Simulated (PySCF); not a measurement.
# CH₈BNSSi: electronic excitations and core binding energies

What electronic excitations and core binding energies should CH₈BNSSi (`CSBN[SiH3]`) show?

The runs use PySCF 2.14.0, with density-fitted response routines of our own; the level of theory stands in each step. All values are computed, except where a source is named. Atoms count from 0, in the outputs and in this text.

## 1. The starting structure

13 atoms, charge 0, multiplicity 1; geometry from: GFN2-xTB.

Bonds of the start (Å): C0–S1 1.83, S1–B2 1.79, B2–N3 1.40, N3–Si4 1.74, C0–H5 1.09, C0–H6 1.08, C0–H7 1.09, B2–H8 1.17, N3–H9 1.01, Si4–H10 1.46, Si4–H11 1.46, Si4–H12 1.47.

## 2. TDDFT and polarisability: CAM-B3LYP/def2-SVPD

The job: settings as JSON, then the geometry in Å.

```
{"job": {"kind": "uv", "xc": "CAM-B3LYP", "basis": "def2-SVPD", "nstates": 8, "ntriplets": 3}, "charge": 0, "multiplicity": 1}
C     -2.882793    -0.044901    -0.581454
S     -1.652531    -0.850624     0.502788
B     -0.112518    -0.071201     0.020790
N      1.078445    -0.430743     0.657969
Si     2.698783     0.126320     0.345304
H     -3.404643     0.717272    -0.010328
H     -2.385406     0.398047    -1.436789
H     -3.583919    -0.807518    -0.904788
H     -0.108771     0.727174    -0.833918
H      0.994452    -1.127916     1.383459
H      3.503536    -0.506726     1.389453
H      2.734747     1.586133     0.443478
H      3.116231    -0.298575    -0.993691
```

Method: TDDFT CAM-B3LYP/def2-SVPD, vertical, gas phase, core orbitals frozen in the response.

Command:

```bash
$ OMP_NUM_THREADS=1 python probes_run.py task.json out
```

The driver reads the jobs from task.json and runs them one after another.

After this run come: X-ray photoelectron lines: SCAN, X2C.

**Question.** After this job, these run on its result: delta-SCF UKS SCAN, pcX-2 on the ionised atom, pcseg-1 elsewhere, spin-free X2C. Predict these results of the whole session: lowest singlet (CAM-B3LYP/def2-SVPD); brightest single state of those computed; lowest triplet; C1s binding energies, SCAN/pcX-2; S1s binding energies, SCAN/pcX-2; S2p binding energies, SCAN/pcX-2; B1s binding energies, SCAN/pcX-2; N1s binding energies, SCAN/pcX-2; Si1s binding energies, SCAN/pcX-2; Si2p binding energies, SCAN/pcX-2.

As calculated:

| quantity | value |
| --- | --- |
| lowest singlet (CAM-B3LYP/def2-SVPD) | 5.82 eV (213 nm), f = 0.001 |
| brightest single state of those computed | state 2, 6.03 eV, f = 0.249 |
| lowest triplet | 5.08 eV |
| C1s binding energies, SCAN/pcX-2 | C0 291.16 eV |
| S1s binding energies, SCAN/pcX-2 | S1 2476.52 eV |
| S2p binding energies, SCAN/pcX-2 | S1 169.05 eV |
| B1s binding energies, SCAN/pcX-2 | B2 195.53 eV |
| N1s binding energies, SCAN/pcX-2 | N3 404.43 eV |
| Si1s binding energies, SCAN/pcX-2 | Si4 1846.94 eV |
| Si2p binding energies, SCAN/pcX-2 | Si4 107.35 eV |

In words: The lowest singlet, at 5.82 eV, is HOMO→LUMO 0.71, HOMO→LUMO+2 0.12 and is dark; of the 8 states computed, the strongest absorption comes from state 2 at 6.03 eV. The lowest triplet lies 0.73 eV below the lowest singlet (triplets in Tamm-Dancoff, singlets in full TDDFT).
